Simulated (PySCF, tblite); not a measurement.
# C₆H₉O radical: geometry, infrared bands and EPR parameters

Wanted: the infrared bands and EPR parameters of C₆H₉O radical (`O=[C]C1CCCC1`), by calculation.

Computed with tblite 0.8.0 and PySCF 2.14.0, with density-fitted response routines of our own, on a single molecule in the gas phase. Atoms are numbered from 0 throughout.

## Step 1: Starting geometry

16 atoms, charge 0, multiplicity 2; geometry from: force field or distance geometry start.

Bonds of the start (Å): O0–C1 1.22, C1–C2 1.46, C2–C3 1.51, C3–C4 1.51, C4–C5 1.51, C5–C6 1.52, C6–C2 1.54, C2–H7 1.10, C3–H8 1.11, C3–H9 1.09, C4–H10 1.10, C4–H11 1.11, C5–H12 1.11, C5–H13 1.09, C6–H14 1.10, C6–H15 1.11.

## Step 2: Geometry optimisation with GFN2-xTB

Job settings and geometry (Å):

```
{"job": {"kind": "relax", "xc": "GFN2-xTB", "basis": "xTB"}, "charge": 0, "multiplicity": 2}
O      1.837700    -0.397200     1.861900
C      1.356700     0.496100     1.180300
C      1.063900     0.414300    -0.250100
C      0.521900    -0.937600    -0.652400
C     -0.789300    -0.986300     0.103200
C     -1.150500     0.436700     0.473300
C     -0.223900     1.237400    -0.425600
H      1.857000     0.796100    -0.904100
H      1.236900    -1.722700    -0.317400
H      0.349400    -1.051900    -1.719700
H     -0.744900    -1.603300     1.018200
H     -1.557100    -1.358600    -0.599900
H     -0.937900     0.570100     1.559500
H     -2.177000     0.654700     0.183100
H     -0.568400     1.182500    -1.463700
H     -0.082100     2.278700    -0.058100
```

Launch:

```console
OMP_NUM_THREADS=1 python probes_run.py task.json out
```

One launch serves the whole session: the jobs run in the order shown.

**Question.** This job is followed by: GFN2-xTB harmonic vibrations, gas phase; UKS B3LYP, pcH-1 on C H O, non-relativistic, mean-field spin-orbit, GIAO. What will the session give for the following? strongest single infrared mode (GFN2-xTB); zero-point energy (GFN2-xTB); g(iso) (B3LYP); ⟨S²⟩; largest a(iso) (averaged by class); potential on the surface of density 0.002 e/bohr³, 1st and 99th percentile.

As calculated:

| quantity | value |
| --- | --- |
| strongest single infrared mode (GFN2-xTB) | 1898 cm⁻¹, 311 km/mol |
| zero-point energy (GFN2-xTB) | 85.1 kcal/mol |
| g(iso) (B3LYP) | 2.00057 |
| ⟨S²⟩ | 0.752 (exact 0.75) |
| largest a(iso) (averaged by class) | 13C on C1, 335.9 MHz |
| potential on the surface of density 0.002 e/bohr³, 1st and 99th percentile | -1.37 V and 1.03 V |

What this shows: The optimisation took 110 steps and gained 0.538 eV; among the close pairs (by a distance rule), C2–C3 changed most, from 1.511 to 1.552 Å. All 42 modes are real, so the xTB geometry is a minimum. The strongest single mode, at 1898 cm⁻¹, moves mainly C1 and O0. GFN2-xTB is a fitted tight-binding method: band positions and strengths are rough. Its intensities can rank the bands wrongly. C1 carries the largest spin population, 0.65 e. The isotropic g lies 1.7 ppt below the free-electron value. These values are for one conformer; the search (at its own cheap level) found 2 more, at 0.00, 0.13 kcal/mol (those within 0.05 may be mirror or relabelled copies), and measured spectra average over such forms.
